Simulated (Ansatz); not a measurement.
This script drives Ansatz 0.2.0 through its Python package.

`formation_li3zn.py`
```python
# -*- coding: utf-8 -*-
"""Formation energy of Li3Zn from the elements, after relaxing cells and atoms."""

from collections import Counter
import warnings

import ansatz as az
import numpy as np

TOLERANCE = 1e-07
XC = "pbesol"
CUTOFF_EV = 520
KSPACING = 0.3
FILLING = "gaussian"
SIGMA = 0.05

PHASES = {
    "Li3Zn": (
        [(5.69645, 0.0, 0.0), (-2.84823, 4.93327, 0.0), (0.0, 0.0, 4.61222)],
        [
            ("Li", (0.34429, 0.17215, 0.75)),
            ("Li", (0.82785, 0.17215, 0.75)),
            ("Li", (0.82785, 0.65571, 0.75)),
            ("Li", (0.65571, 0.82785, 0.25)),
            ("Li", (0.17215, 0.82785, 0.25)),
            ("Li", (0.17215, 0.34429, 0.25)),
            ("Zn", (2 / 3, 1 / 3, 0.25)),
            ("Zn", (1 / 3, 2 / 3, 0.75)),
        ],
    ),
    "Li": (
        [(-1.75465, 1.75465, 1.75465), (1.75465, -1.75465, 1.75465), (1.75465, 1.75465, -1.75465)],
        [
            ("Li", (0.0, 0.0, 0.0)),
        ],
    ),
    "Zn": (
        [(2.67, 0.0, 0.0), (-1.335, 2.31229, 0.0), (0.0, 0.0, 4.966)],
        [
            ("Zn", (1 / 3, 2 / 3, 0.25)),
            ("Zn", (2 / 3, 1 / 3, 0.75)),
        ],
    ),
}


def build(vectors, sites):
    crystal = az.Crystal(lattice=az.Lattice.of(vectors))
    for symbol, position in sites:
        crystal = crystal.atom(symbol, position)
    return crystal


def compute(name, crystal):
    calc = (
        crystal.calculation()
        .scf(tolerance=TOLERANCE)
        .functional(XC)
        .basis(CUTOFF_EV)
        .kpoints(spacing=KSPACING)
        .occupations(FILLING, width=SIGMA)
        .stress()
    )
    calc = calc.relax(force_tolerance=0.01, max_steps=40, cell=True)
    return calc.run(threads=1)


def counts(outcome):
    return Counter(site.symbol for site in outcome.lattice.sites)

def formation_energy(outcome, mu):
    n = counts(outcome)
    return (outcome.report["energy_sigma0_ev"] - sum(k * mu[element] for element, k in n.items())) / sum(n.values())


def volume_per_atom(outcome):
    return abs(np.linalg.det(outcome.lattice.cell_ang)) / len(outcome.lattice.sites)

warnings.simplefilter("ignore", az.DeckWarning)

phases = {name: build(*cell) for name, cell in PHASES.items()}

done = {}
for name, crystal in phases.items():
    done[name] = compute(name, crystal)
    print(f"{name}: {done[name].report['energy_sigma0_ev']:.4f} eV, {len(done[name].lattice.sites)} atoms")

# energy of one atom in its reference phase
references = {"Li": "Li", "Zn": "Zn"}
mu = {element: done[name].report["energy_sigma0_ev"] / len(done[name].lattice.sites) for element, name in references.items()}

target = done["Li3Zn"]
heat = formation_energy(target, mu)
n = counts(target)
print("cell content:", dict(n), " volume", round(volume_per_atom(target), 3), "A^3/atom")
print("formation energy", round(heat, 4), "eV/atom,", round(heat * sum(n.values()), 4), "eV per cell")
print("bound against the elements" if heat < 0 else "unbound against the elements")
```

It is started by `python formation_li3zn.py`. Estimate its wall time and peak memory on 1 thread of Intel(R) Xeon(R) Platinum 8375C CPU @ 2.90GHz (Ice Lake), with other jobs on the host.

It took about 20 s, with a peak of 0.52 GiB, for 3 runs of the engine.

```console
$ python formation_li3zn.py
Li3Zn: -7780.3801 eV, 8 atoms
Li: -202.9994 eV, 1 atoms
Zn: -6561.8284 eV, 2 atoms
cell content: {<Element.LI: 'Li'>: 6, <Element.ZN: 'Zn'>: 2}  volume 16.143 A^3/atom
formation energy -0.0694 eV/atom, -0.5555 eV per cell
bound against the elements
```

Notes:
- Total energies depend on the potentials; only differences at equal settings carry meaning.
- The program warned that this SCF threshold is loose for forces or stresses.
- The cells come from databases of deposited and of computed structures, and not all need be stable phases.
- The compound is the structure given, not necessarily its lowest; energies are at zero temperature, with no correction for gases. A semilocal functional's error on such energies is often 0.05 to 0.1 eV an atom, and 0.1 to 0.3 eV against gases such as O2 or F2.
- The script silences the warnings on its input, which a real study should read.
